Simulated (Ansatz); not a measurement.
# Ba2Tl5V3O12 (P1) in Ansatz: convergence with k mesh

Aim: find how far k mesh must go before the results for Ba2Tl5V3O12 settle, at PBE. This setting moves, with any that are tied to it; all else stays.

All numbers are computed with Ansatz 0.2.0; they aren't measurements. Logs are shortened: lines on timing, memory, paths and dates and some standing lists are left out, and cuts for length are marked.

## (1) Starting point

The typed cell holds 22 atoms: a = 6.061 Å, b = 6.112 Å, c = 14.126 Å, α = 95.24°, β = 99.31°, γ = 113.97°.

The cell was built by a generator and needn't be a form met in nature.

## (2) With k mesh 2 × 2 × 1

Input file input.yaml:

```yaml
crystal:
  lattice:
    - [6.0437, 0.09549, -0.45385]
    - [-2.57588, 5.5423, 0.02961]
    - [-1.21315, -2.06132, 13.92196]
  atoms:
    - { symbol: Ba, position: [0.88251, 0.01561, 0.4732] }
    - { symbol: Ba, position: [0.57886, 0.79688, 0.88922] }
    - { symbol: V, position: [0.26936, 0.1058, 0.98468], spin: 2.0 }
    - { symbol: V, position: [0.11629, 0.5582, 0.33914], spin: 2.0 }
    - { symbol: V, position: [0.60807, 0.30696, 0.66552], spin: 2.0 }
    - { symbol: Tl, position: [0.48361, 0.28991, 0.38373] }
    - { symbol: Tl, position: [0.08311, 0.07485, 0.74869] }
    - { symbol: Tl, position: [0.77279, 0.89398, 0.17719] }
    - { symbol: Tl, position: [0.29791, 0.66599, 0.60107] }
    - { symbol: Tl, position: [0.97201, 0.46636, 0.0474] }
    - { symbol: O, position: [0.02458, 0.05647, 0.04354] }
    - { symbol: O, position: [0.16369, 0.86975, 0.88754] }
    - { symbol: O, position: [0.33585, 0.37289, 0.93818] }
    - { symbol: O, position: [0.53308, 0.10242, 0.04892] }
    - { symbol: O, position: [0.42674, 0.67762, 0.40063] }
    - { symbol: O, position: [0.95197, 0.64202, 0.41211] }
    - { symbol: O, position: [0.00696, 0.24041, 0.32565] }
    - { symbol: O, position: [0.08373, 0.64865, 0.23032] }
    - { symbol: O, position: [0.8589, 0.33214, 0.61652] }
    - { symbol: O, position: [0.63673, 0.58163, 0.7239] }
    - { symbol: O, position: [0.56343, 0.0992, 0.74423] }
    - { symbol: O, position: [0.34984, 0.20226, 0.56862] }
hamiltonian:
  xc: pbe
  pseudopotentials: { kind: paw }
magnetization:
  spin_polarized: true
kpoints:
  mp_grid: { grid: [2, 2, 1] }
scf:
  occupations: { method: fermi_dirac, width: 0.05 }
output:
  forces: true
  stress: true
  eigenvalues: true
```

Potentials or basis: Ansatz PAW.

Launch:

```sh
$ ansatz run input.yaml --threads 8 --pin off --max-ram 20480MiB --backend cpu --events-out ev --progress --plain --runs-dir out
```

Run time: 7.7 s. Hardware: 8 threads of Arm Neoverse V2, shared host; peak memory 2.1 GiB.

Results:

* Free energy: -84681.0372 eV
* Pressure: 0.1 GPa
* Largest force: 0.050 eV/Å
* Band gap on the k mesh: 2.93 eV, direct
* Net moment: 0.00 μB per cell
* Absolute moment: 0.00 μB per cell

## (3) With k mesh 3 × 3 × 1

input.yaml, as its differences from that of step 2:

```diff
@@ -34,3 +34,3 @@
 kpoints:
-  mp_grid: { grid: [2, 2, 1] }
+  mp_grid: { grid: [3, 3, 1] }
 scf:
```

Potentials or basis: Ansatz PAW.

Launch:

```sh
$ ansatz run input.yaml --threads 8 --pin off --max-ram 20480MiB --backend cpu --events-out ev --progress --plain --runs-dir out
```

Run time: 18 s. Hardware: 8 threads of Arm Neoverse V2, shared host; peak memory 2.3 GiB.

What came out:

* Free energy: -84681.1042 eV
* Pressure: 0.0 GPa
* Largest force: 0.009 eV/Å
* Band gap on the k mesh: 3.14 eV, indirect (least direct gap 3.18 eV)
* Net moment: 0.00 μB per cell
* Absolute moment: 0.00 μB per cell

## (4) With k mesh 3 × 3 × 2

input.yaml, as its differences from that of step 3:

```diff
@@ -34,3 +34,3 @@
 kpoints:
-  mp_grid: { grid: [3, 3, 1] }
+  mp_grid: { grid: [3, 3, 2] }
 scf:
```

Launch:

```sh
$ ansatz run input.yaml --threads 8 --pin off --max-ram 20480MiB --backend cpu --events-out ev --progress --plain --runs-dir out
```

Wall time 34 s (8 threads of Arm Neoverse V2, shared host); peak memory 2.6 GiB.

Results:

```yaml
Free_energy: -84681.1039 eV
Pressure: 0.0 GPa
Largest_force: 0.009 eV/Å
Band_gap_on_the_k_mesh: 3.08 eV, indirect (least direct gap 3.10 eV)
Net_moment: 0.00 μB per cell
Absolute_moment: 0.00 μB per cell
```

## (5) With k mesh 4 × 4 × 2

input.yaml, as its differences from that of step 4:

```diff
@@ -34,3 +34,3 @@
 kpoints:
-  mp_grid: { grid: [3, 3, 2] }
+  mp_grid: { grid: [4, 4, 2] }
 scf:
```

Launch:

```sh
$ ansatz run input.yaml --threads 8 --pin off --max-ram 20480MiB --backend cpu --events-out ev --progress --plain --runs-dir out
```

It took 56 s on 8 threads of Arm Neoverse V2, shared host; peak memory 3.2 GiB.

What came out:

```
Free energy            : -84681.1017 eV
Pressure               : 0.0 GPa
Largest force          : 0.006 eV/Å
Band gap on the k mesh : 2.93 eV, direct
Net moment             : 0.00 μB per cell
Absolute moment        : 0.00 μB per cell
```

## (6) With k mesh 5 × 5 × 2

input.yaml, as its differences from that of step 5:

```diff
@@ -34,3 +34,3 @@
 kpoints:
-  mp_grid: { grid: [4, 4, 2] }
+  mp_grid: { grid: [5, 5, 2] }
 scf:
```

Potentials or basis: Ansatz PAW.

Launch:

```sh
$ ansatz run input.yaml --threads 8 --pin off --max-ram 20480MiB --backend cpu --events-out ev --progress --plain --runs-dir out
```

It took 90 s on 8 threads of Arm Neoverse V2, shared host; peak memory 3.6 GiB.

Results (log left out):

- Free energy: -84681.1016 eV
- Pressure: 0.0 GPa
- Largest force: 0.006 eV/Å
- Band gap on the k mesh: 3.02 eV, indirect (least direct gap 3.03 eV)
- Net moment: 0.00 μB per cell
- Absolute moment: 0.00 μB per cell

## (7) With k mesh 6 × 6 × 3

input.yaml, as its differences from that of step 6:

```diff
@@ -34,3 +34,3 @@
 kpoints:
-  mp_grid: { grid: [5, 5, 2] }
+  mp_grid: { grid: [6, 6, 3] }
 scf:
```

Launch:

```sh
$ ansatz run input.yaml --threads 8 --pin off --max-ram 20480MiB --backend cpu --events-out ev --progress --plain --runs-dir out
```

It took 3.2 min on 8 threads of Arm Neoverse V2, shared host; peak memory 5.6 GiB.

It converged, with:

```yaml
Free_energy: -84681.1017 eV
Pressure: 0.0 GPa
Largest_force: 0.006 eV/Å
Band_gap_on_the_k_mesh: 2.93 eV, direct
Net_moment: 0.00 μB per cell
Absolute_moment: 0.00 μB per cell
```

## (8) With k mesh 7 × 7 × 3

input.yaml, as its differences from that of step 7:

```diff
@@ -34,3 +34,3 @@
 kpoints:
-  mp_grid: { grid: [6, 6, 3] }
+  mp_grid: { grid: [7, 7, 3] }
 scf:
```

Launch:

```sh
$ ansatz run input.yaml --threads 8 --pin off --max-ram 20480MiB --backend cpu --events-out ev --progress --plain --runs-dir out
```

It took 4.4 min on 8 threads of Arm Neoverse V2, shared host; peak memory 6.2 GiB.

It converged, with:

```
Free energy            : -84681.1016 eV
Pressure               : 0.0 GPa
Largest force          : 0.006 eV/Å
Band gap on the k mesh : 2.99 eV, direct
Net moment             : 0.00 μB per cell
Absolute moment        : 0.00 μB per cell
```

## (9) With k mesh 8 × 8 × 4

input.yaml, as its differences from that of step 8:

```diff
@@ -34,3 +34,3 @@
 kpoints:
-  mp_grid: { grid: [7, 7, 3] }
+  mp_grid: { grid: [8, 8, 4] }
 scf:
```

Potentials or basis: Ansatz PAW.

Launch:

```sh
$ ansatz run input.yaml --threads 8 --pin off --max-ram 20480MiB --backend cpu --events-out ev --progress --plain --runs-dir out
```

The program printed:

```text
Warning: RAYON_NUM_THREADS=8 ignored (pool sized by the plan → 8); use --threads N
Engine: ansatz 0.2.0, aarch64-unknown-linux-gnu
Pseudopotentials: kind: paw
Pseudopotential: Ba, paw, valence charge 10, recommended cutoff 420 eV (normal), Ba.paw.azcp
Pseudopotential: V, paw, valence charge 13, recommended cutoff 420 eV (normal), V.paw.azcp
Pseudopotential: Tl, paw, valence charge 13, recommended cutoff 420 eV (normal), Tl.paw.azcp
Pseudopotential: O, paw, valence charge 6, recommended cutoff 420 eV (normal), O.paw.azcp
Functional definition: PBE
  parameter kappa = 0.804
  parameter beta = 0.06672455060314922
  exchange = pbe_x(kappa = kappa, mu = beta*pi^2/3)
  correlation = pbe_c(beta = beta)
Crystal: 22 atoms, lattice volume = 464.658 Å³
Basis set: ecut = 420 eV, 9063 PW (Γ), exchange–correlation on 90×90×192 points (8 copies of the dense FFT grid, shifted against one another)
Bands: 123, of which v1, the nominal top of the filled ones, is band 98 counted from 1 (97 counted from 0)
Symmetry: 1 space group operations
Space group: P1 (ITA 1), of the structure as read, at distance tolerance 7.7e-5 Å
Magnetic group: BNS 1.1 (UNI 1), of the structure as read, at distance tolerance 7.7e-5 Å
k-points: 132 of 256 (time reversal used)
Non-local potential: Ba, projectors of the file, l = 0: 3, l = 1: 2, l = 2: 2, l = 3: 2
[... 45 lines left out ...]
--- Per-component energies (eV) ---
  E_band       = -1376.374547
  E_kinetic    = 5095.399849
  E_local      = -17848.010095  (includes V_loc(G=0)·N_el)
  E_nonlocal   = 2126.293451
  E_hartree    = 7140.451112
  E_xc         = -2768.344893
  E_vxc        = -2606.885204  (∫ρ·V_xc dr)
  E_paw        = -66485.695233  (= ΣΔE_a)
  E_vpaw       = -2424.096939  (= ΣTr[D̂ρ^β])
  E_aug_tail   = 0.029902  (compensation charges beyond the density's cutoff)
  E_ewald      = -11941.225708
  E_smearing   = -0.000000  (= −TS)
  E_closure    = 0.000000  (closes the sum)
  Σ components = -84681.101615   (vs F -84681.101615, Δ=0.00e0)
--- Forces (eV/Å), atoms counted from 1 ---
  atom   1  Ba    -0.00077013    -0.00078500    -0.00031645
  atom   2  Ba     0.00118967     0.00052503    -0.00380772
  atom   3  V     -0.00335914    -0.00026986    -0.00420412
  atom   4  V     -0.00036637     0.00212685     0.00035286
  atom   5  V     -0.00011262     0.00477998    -0.00346218
  atom   6  Tl     0.00230188    -0.00226574     0.00083873
[... 14 lines left out ...]
  atom  21  O     -0.00049489    -0.00140023     0.00056049
  atom  22  O     -0.00030965    -0.00135686     0.00081154
  max |Σ_I F_I| component: 4.42e-5 eV/Å
--- Stress (GPa, compression-positive) ---
        0.010150       0.012884      -0.023328
        0.012884       0.012320      -0.006020
       -0.023329      -0.006020      -0.002871
  P = ⅓ Tr σ = 0.0065 GPa (0.065 kbar)
--- Band table (eV; the first three rows and the last of 264) ---
  k-point 0 ↑: bands = ["-58.8854", "-58.7625", "-58.7371", "-32.8501", "-32.8433", "-32.8067", "-32.7336", "-32.7259", "-32.6895", "-32.6794", "-32.6726", "-32.6626", "-20.7577", "-20.6721", "-11.7813", "-11.6082", "-11.5070", "-11.4800", "-11.3149", "-11.2596", "-11.1471", "-11.1050", "-11.0336", "-11.0134", "-10.9712", "-10.9222", "-6.0061", "-5.9891", "-5.9267", "-5.8763", "-5.8604", "-5.7952", "-4.7904", "-4.7748", "-4.7514", "-4.7226", "-4.6971", "-4.6962", "-4.6706", "-4.6330", "-4.5997", "-4.5770", "-4.5704", "-4.5655", "-4.5626", "-4.5584", "-4.5508", "-4.5437", "-4.5338", "-4.5203", "-4.5128", "-4.4920", "-4.4684", "-4.4434", "-4.4327", "-4.3895", "-4.3879", "0.0368", "0.2383", "0.4351", "0.6164", "1.0231", "1.6015", "1.6649", "1.7659", "1.7811", "1.8440", "1.8762", "1.9164", "1.9911", "2.0125", "2.0837", "2.1320", "2.1925", "2.3443", "2.4212", "2.5425", "2.6150", "2.6681", "2.7831", "2.9031", "3.0125", "3.0305", "3.1540", "3.2521", "3.3836", "3.4237", "3.5738", "3.7788", "3.9656", "4.0182", "4.0705", "4.1411", "4.1904", "4.2365", "4.3797", "4.5290", "4.6365", "7.8612", "8.0375", "8.1501", "8.3026", "8.3705", "8.3850", "8.8727", "8.9020", "9.1638", "9.2119", "9.2657", "9.4490", "9.4646", "9.6179", "9.7190", "9.8161", "9.8558", "9.8916", "10.0369", "10.1105", "10.2376", "10.3514", "10.4225", "10.5603", "10.8677"]
  k-point 1 ↑: bands = ["-58.8854", "-58.7625", "-58.7371", "-32.8501", "-32.8433", "-32.8067", "-32.7336", "-32.7259", "-32.6895", "-32.6794", "-32.6726", "-32.6626", "-20.7577", "-20.6721", "-11.7813", "-11.6081", "-11.5074", "-11.4798", "-11.3149", "-11.2593", "-11.1471", "-11.1049", "-11.0348", "-11.0125", "-10.9711", "-10.9222", "-6.0061", "-5.9891", "-5.9266", "-5.8763", "-5.8603", "-5.7956", "-4.7904", "-4.7748", "-4.7514", "-4.7226", "-4.6972", "-4.6962", "-4.6706", "-4.6331", "-4.5995", "-4.5768", "-4.5699", "-4.5653", "-4.5633", "-4.5588", "-4.5501", "-4.5444", "-4.5336", "-4.5202", "-4.5127", "-4.4920", "-4.4684", "-4.4433", "-4.4327", "-4.3895", "-4.3879", "0.0430", "0.2248", "0.4233", "0.6519", "1.0095", "1.5736", "1.6671", "1.7678", "1.7844", "1.8513", "1.8787", "1.9373", "1.9782", "2.0143", "2.0892", "2.1450", "2.1748", "2.3368", "2.4467", "2.5350", "2.6234", "2.6551", "2.7718", "2.9142", "2.9873", "3.0468", "3.1410", "3.2561", "3.3527", "3.4442", "3.5833", "3.8020", "3.9775", "4.0162", "4.0598", "4.1309", "4.1940", "4.2264", "4.3859", "4.5383", "4.6263", "7.8666", "8.0235", "8.1502", "8.2853", "8.3698", "8.4199", "8.8348", "8.9455", "9.1332", "9.2263", "9.3041", "9.4367", "9.4969", "9.6002", "9.7006", "9.7984", "9.8501", "9.9212", "10.0364", "10.1153", "10.2546", "10.3261", "10.4369", "10.5548", "10.8587"]
  k-point 2 ↑: bands = ["-58.8854", "-58.7625", "-58.7371", "-32.8501", "-32.8433", "-32.8067", "-32.7336", "-32.7259", "-32.6895", "-32.6794", "-32.6726", "-32.6626", "-20.7577", "-20.6721", "-11.7813", "-11.6079", "-11.5078", "-11.4796", "-11.3149", "-11.2591", "-11.1472", "-11.1049", "-11.0359", "-11.0117", "-10.9710", "-10.9222", "-6.0061", "-5.9891", "-5.9264", "-5.8762", "-5.8603", "-5.7959", "-4.7904", "-4.7748", "-4.7514", "-4.7225", "-4.6973", "-4.6962", "-4.6706", "-4.6332", "-4.5994", "-4.5767", "-4.5691", "-4.5649", "-4.5644", "-4.5592", "-4.5493", "-4.5454", "-4.5334", "-4.5202", "-4.5126", "-4.4920", "-4.4684", "-4.4433", "-4.4327", "-4.3895", "-4.3879", "0.0501", "0.2103", "0.4153", "0.6854", "0.9941", "1.5501", "1.6676", "1.7649", "1.7963", "1.8504", "1.8805", "1.9512", "1.9770", "2.0148", "2.0946", "2.1425", "2.1884", "2.2991", "2.4939", "2.5390", "2.6148", "2.6380", "2.7628", "2.9103", "2.9921", "3.0522", "3.1242", "3.2575", "3.3342", "3.4522", "3.5951", "3.8286", "3.9882", "4.0124", "4.0490", "4.1193", "4.2060", "4.2086", "4.3923", "4.5505", "4.6130", "7.8721", "8.0102", "8.1500", "8.2777", "8.3643", "8.4507", "8.8073", "9.0118", "9.0529", "9.3019", "9.3115", "9.4130", "9.5148", "9.6002", "9.7189", "9.7446", "9.8184", "9.9842", "10.0236", "10.1271", "10.2535", "10.3344", "10.4257", "10.5541", "10.7839"]
  k-point 131 ↓: bands = ["-58.8854", "-58.7625", "-58.7371", "-32.8501", "-32.8434", "-32.8067", "-32.7336", "-32.7260", "-32.6895", "-32.6794", "-32.6726", "-32.6626", "-20.7559", "-20.6708", "-11.7558", "-11.6193", "-11.4775", "-11.4363", "-11.3735", "-11.2173", "-11.1529", "-11.1144", "-11.0593", "-11.0232", "-10.9918", "-10.9538", "-5.9903", "-5.9411", "-5.9257", "-5.8709", "-5.8184", "-5.7588", "-4.7908", "-4.7756", "-4.7478", "-4.7334", "-4.7151", "-4.6881", "-4.6794", "-4.6374", "-4.5947", "-4.5883", "-4.5857", "-4.5700", "-4.5652", "-4.5585", "-4.5522", "-4.5509", "-4.5448", "-4.5177", "-4.5061", "-4.4929", "-4.4692", "-4.4511", "-4.4355", "-4.4042", "-4.3987", "-0.1121", "0.0656", "0.2021", "0.2690", "0.4150", "1.5858", "1.6566", "1.7545", "1.7765", "1.7979", "1.8717", "1.9247", "2.0271", "2.0609", "2.1254", "2.2352", "2.3717", "2.5357", "2.6226", "2.6815", "2.7809", "2.8763", "2.9028", "3.0605", "3.2261", "3.2864", "3.3167", "3.4262", "3.5323", "3.6213", "3.6702", "3.8062", "3.9484", "3.9962", "4.0691", "4.1234", "4.2172", "4.2853", "4.3970", "4.6331", "4.7489", "7.8163", "8.1002", "8.1136", "8.2503", "8.3653", "8.4257", "8.5579", "8.6134", "8.9584", "8.9848", "9.0777", "9.1737", "9.3334", "9.3903", "9.5165", "9.5689", "9.6528", "9.8331", "9.9117", "10.0144", "10.1358", "10.1779", "10.4057", "10.5029", "10.5922"]
```

It took 7.8 min on 8 threads of Arm Neoverse V2, shared host; peak memory 9.3 GiB.

Results:

| Quantity | Value |
| --- | --- |
| Free energy | -84681.1016 eV |
| Pressure | 0.0 GPa |
| Largest force | 0.006 eV/Å |
| Band gap on the k mesh | 2.93 eV, direct |
| Net moment | 0.00 μB per cell |
| Absolute moment | 0.00 μB per cell |

## (10) Result

```tsv
k mesh	energy less the tightest run, at zero smearing (meV/atom)	pressure (GPa)	largest force (eV/Å)	gap on the mesh (eV)	SCF cycles	CPU time (s)	peak memory (GiB)
2 × 2 × 1	2.93	0.06	0.050	2.928	17	58	2.1
3 × 3 × 1	-0.12	0.00	0.009	3.138	17	140	2.3
3 × 3 × 2	-0.10	0.00	0.009	3.082	17	260	2.6
4 × 4 × 2	0.00	0.01	0.006	2.935	17	440	3.2
5 × 5 × 2	0.00	0.01	0.006	3.025	17	700	3.6
6 × 6 × 3	-0.01	0.01	0.006	2.935	17	1500	5.6
7 × 7 × 3	0.00	0.01	0.006	2.988	17	2100	6.2
8 × 8 × 4	0.00	0.01	0.006	2.935	17	3600	9.3
```

Against the tightest run, the energy stays within 1 meV/atom from 3 × 3 × 1 on; the pressure stays within 0.1 GPa from 2 × 2 × 1 on; the largest force stays within 0.005 eV/Å from 3 × 3 × 1 on. Not settled before the last step: the gap on the mesh (to 0.01 eV). Meshes of other sizes hit other points, so gaps and Fermi surfaces needn't settle smoothly. The tightest run that finished is the yardstick and may itself not be fully converged.

Caveats: spin-orbit coupling is left out, which as a rule narrows the gap of such compounds by several tenths of an eV; the starting moments weren't kept.
